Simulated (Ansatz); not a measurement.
## C₂H₅NSn, SMILES N[C]1=[CH][SnH2]1: harmonic frequencies at the relaxed geometry, step by step

Computed with the Ansatz DFT code, driven from Python.

Input file `c2h5nsn.xyz`:
```text
9

N     0.47240    1.53270   -0.87130
C     0.22000    0.36770   -0.15920
C     0.76740   -0.59120    0.71780
Sn   -1.01690   -1.08590    0.26600
H    -0.34390    1.95980   -1.48760
H     1.34000    2.08960   -0.82970
H     1.70190   -0.88110    1.30050
H    -0.99630   -2.53170   -0.71310
H    -2.05610   -0.90630    1.75940
```

Typed at the interpreter:
```pycon
>>> import ansatz as az
>>> import numpy as np
>>> molecule = az.Crystal.molecule_from_extxyz('c2h5nsn.xyz')
>>> model = (
...     molecule.calculation()
...     .basis(gaussian='def2-SVP')
...     .functional('b3lyp')
... )
>>> symbols = [site.symbol for site in molecule.cartesian_sites]
>>> start = np.array([site.position_ang for site in molecule.cartesian_sites], dtype=float)
>>> summary = model.relax(force_tolerance=0.003).run(threads=1).report

>>> end = np.array(summary['positions_ang'])
>>> print('bond        before    after (A)')
bond        before    after (A)
>>> for i, j in [(0, 1), (0, 4), (0, 5), (1, 2), (1, 3), (2, 3), (2, 6), (3, 7), (3, 8)]:
...     d0, d1 = (np.linalg.norm(xyz[i] - xyz[j]) for xyz in (start, end))
...     print(f'{symbols[i]}{i}-{symbols[j]}{j}'.ljust(10), f'{d0:8.4f} {d1:8.4f}')
...
N0-C1        1.3885   1.3600
N0-H4        1.1084   1.0116
N0-H5        1.0318   1.0177
C1-C2        1.4101   1.3454
C1-Sn3       1.9554   2.1518
C2-Sn3       1.9059   2.1083
C2-H6        1.1388   1.0935
Sn3-H7       1.7463   1.7161
Sn3-H8       1.8282   1.7161
>>> for i, j, k in [(1, 0, 4), (1, 0, 5), (4, 0, 5), (0, 1, 2), (0, 1, 3), (2, 1, 3), (1, 2, 3), (1, 2, 6)]:
...     u, v = end[i] - end[j], end[k] - end[j]
...     print(f'angle {symbols[i]}{i}-{symbols[j]}{j}-{symbols[k]}{k}: {np.degrees(np.arccos(np.clip(u @ v / np.linalg.norm(u) / np.linalg.norm(v), -1, 1))):.2f} deg')
...
angle C1-N0-H4: 118.61 deg
angle C1-N0-H5: 118.92 deg
angle H4-N0-H5: 115.25 deg
angle N0-C1-C2: 136.79 deg
angle N0-C1-Sn3: 153.20 deg
angle C2-C1-Sn3: 69.84 deg
angle C1-C2-Sn3: 73.36 deg
angle C1-C2-H6: 137.55 deg
>>> # frequencies need a stationary point, so they are taken at the relaxed geometry
>>> minimum = az.Crystal.molecule()
>>> for symbol, xyz in zip(symbols, end):
...     minimum = minimum.atom(symbol, xyz.tolist())
...
>>> vibrating = minimum.calculation()
>>> vibrating = vibrating.basis(gaussian='def2-SVP').functional('b3lyp')
>>> vibrating = vibrating.phonons(temperatures=(200, 600, 100))
>>> vib = vibrating.run(threads=1).report['vibrations']
>>> sums = vib['harmonic_sums']
>>> modes = [m['omega_inv_cm'] for m in sums['modes_at_gamma'] if m['rigid_motion'] == 'no']
>>> print('frequencies (1/cm):', ' '.join(f'{w:.0f}' for w in modes))
frequencies (1/cm): 222 255 305 363 374 442 493 553 596 694 697 975 1083 1214 1589 1668 1885 1892 3175 3526 3675
>>> print('imaginary modes:', sum(w < 0 for w in modes), ' zero-point energy:', round(sums['zero_point_energy_ev'], 4), 'eV')
imaginary modes: 0  zero-point energy: 1.5917 eV
>>> print('T (K)   F_vib (eV)   S_vib (meV/K)   C_vib (meV/K)')
T (K)   F_vib (eV)   S_vib (meV/K)   C_vib (meV/K)
>>> for row in zip(sums['temperatures_k'], sums['vibrational_free_energy_ev'], vib['entropy_ev_per_k'], vib['heat_capacity_ev_per_k']):
...     print(f'{row[0]:6.1f} {row[1]:11.4f} {1000 * row[2]:13.4f} {1000 * row[3]:15.4f}')
...
 200.0      1.5782        0.2304          0.4511
 300.0      1.5436        0.4613          0.6898
 400.0      1.4862        0.6845          0.8623
 500.0      1.4072        0.8918          0.9953
 600.0      1.3084        1.0830          1.1016
```

Caveats:
- The frequencies are harmonic and unscaled, in a modest basis. The result belongs to the one conformer reached from this start, and soft torsions count as harmonic oscillators.
- def2 sets replace the cores of elements past krypton by effective core potentials.
- b3lyp holds the VWN-RPA fit, as in Gaussian; the form of ORCA and Turbomole is b3lyp5.
- The whole script took 3.3 min on 1 thread of Arm Neoverse V2, with other jobs on the host, peak memory 0.28 GiB.

(Lines on the test bed's own set-up are left out of the output.)
